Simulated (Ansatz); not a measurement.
# TaC6N: the cost of one run

Program: Ansatz 0.2.0. Level of theory: DFT PBE, scalar-relativistic, plane waves, PAW, unless a step names another level. These are calculated values, not measurements.

16 further runs of the same task are left out: 1 that didn't finish, 15 set aside as unsound or not needed.

## (1) What the formula suggests

Pauling electronegativities: Ta 1.50, C 2.55, N 3.04 (spread 1.54). No set of common oxidation states balances it. Tabulated atomic sizes suggest about 12 Å³/atom. 25 candidates were drawn, by swapping species into database cells of other compounds, at random by space group and Wyckoff sites, or by hand, as the table says:

```csv
name,made from,space group no.,Wyckoff sites,atoms (primitive cell),V (Å³/atom)
c01,built by hand: LiC6-type with planar TaN layer,187,Ta 1a; C 6m; N 1c,8,11.2
c02,database cell of BaGeF6,166,Ta 3a; C 18h; N 3b,8,11.4
c03,database cell of NaMoF6,139,"Ta 2a; C 8h, 4e; N 2b",8,17.0
c04,database cell of TiGaNi6,123,"Ta 1b; C 1c, 1d, 4i; N 1a",8,12.5
c05,database cell of HfZrS6,6,"Ta 1b; C 1b, 1a, 1b, 1a, 1b, 1a; N 1a",8,12.5
c06,database cell of CeGa6Pd,123,"Ta 1a; C 2h, 4i; N 1b",8,12.2
c07,database cell of LiOsF6,148,Ta 3b; C 18f; N 3a,8,13.4
c08,database cell of CaMg6Zr,123,"Ta 1b; C 2e, 4j; N 1d",8,17.3
c09,database cell of LaCeF6,38,"Ta 2b; C 2a, 2b, 4c, 4c; N 2a",8,11.1
c10,database cell of Ni6SnSb,25,"Ta 1d; C 2h, 2g, 1b, 1c; N 1a",8,11.0
c11,database cell of AlNi6Ge,123,"Ta 1a; C 1c, 1d, 4i; N 1b",8,12.0
c12,database cell of LiVF6,156,"Ta 1a; C 3d, 3d; N 1c",8,17.3
c13,built by hand: N-Ta-Ta-N slab with six graphene sheets,164,"Ta 2d; C 2c, 2d, 2d, 2d, 2c, 2d; N 2c",16,11.2
c14,built by hand: polar LiC6-derived half-sandwich nitride,183,Ta 1a; C 6d; N 1a,8,12.4
c15,database cell of LiMg6Cd,38,"Ta 2b; C 4e, 4d, 2a, 2a; N 2b",8,16.6
c16,built by hand: TaN bilayer plus three graphene sheets,156,"Ta 1a; C 1b, 1c, 1b, 1a, 1a, 1c; N 1b",8,11.2
c17,database cell of V6GaSi,200,Ta 1b; C 6f; N 1a,8,11.7
c18,database cell of BaGeF6,166,Ta 3b; C 18h; N 3a,8,11.3
c19,database cell of BiPd6Se,166,"Ta 3b; C 6c, 6c, 6c; N 3a",8,12.0
c20,database cell of CaMg6Cd,38,"Ta 2a; C 4d, 2a, 4e, 2b; N 2b",8,17.1
c21,database cell of GaGePt6,121,"Ta 2a; C 8i, 4c; N 2b",8,11.7
c22,database cell of LaCeF6,38,"Ta 2a; C 2a, 2b, 4c, 4c; N 2b",8,11.1
c23,database cell of V6SiSn,200,Ta 1a; C 6f; N 1b,8,11.7
c24,database cell of NaPH6,225,Ta 4b; C 24e; N 4a,8,15.3
c25,database cell of ZrVF6,225,Ta 4a; C 24e; N 4b,8,17.3
```

## (2) Screening run of c08

input.yaml reads:

```yaml
crystal:
  lattice:
    - [5.77287603, 0.0, 0.0]
    - [0.0, 5.77287603, 0.0]
    - [0.0, 0.0, 4.15800832]
  atoms:
    - { symbol: Ta, position: [0.0, 0.0, 0.5] }
    - { symbol: C, position: [0.5, 0.0, 0.5] }
    - { symbol: C, position: [0.0, 0.5, 0.5] }
    - { symbol: C, position: [0.234729, 0.765271, 0.0] }
    - { symbol: C, position: [0.765271, 0.234729, 0.0] }
    - { symbol: C, position: [0.234729, 0.234729, 0.0] }
    - { symbol: C, position: [0.765271, 0.765271, 0.0] }
    - { symbol: "N", position: [0.5, 0.5, 0.5] }
basis:
  ecutwfc: 420
kpoints:
  mp_grid: { grid: [3, 3, 4] }
hamiltonian:
  xc: pbe
scf:
  occupations: { method: gaussian, width: 0.2 }
  lower_state_search: "off"
output:
  forces: true
  stress: true
  eigenvalues: true
relax:
  adjacent_minimum: "off"
  f_tol: 0.08
  max_steps: 16
  cell: { stress_tol: 0.8 }
```

Run with:

```console
> ansatz run input.yaml --threads 1 --pin off --max-ram 2560MiB --backend cpu --events-out ev --progress --plain --runs-dir out
```

**Question.** How long does this run take on 1 thread of Intel Xeon Platinum 8488C (Sapphire Rapids), shared host, and how much memory does it need?

About 42 s, with a peak of 0.43 GiB.
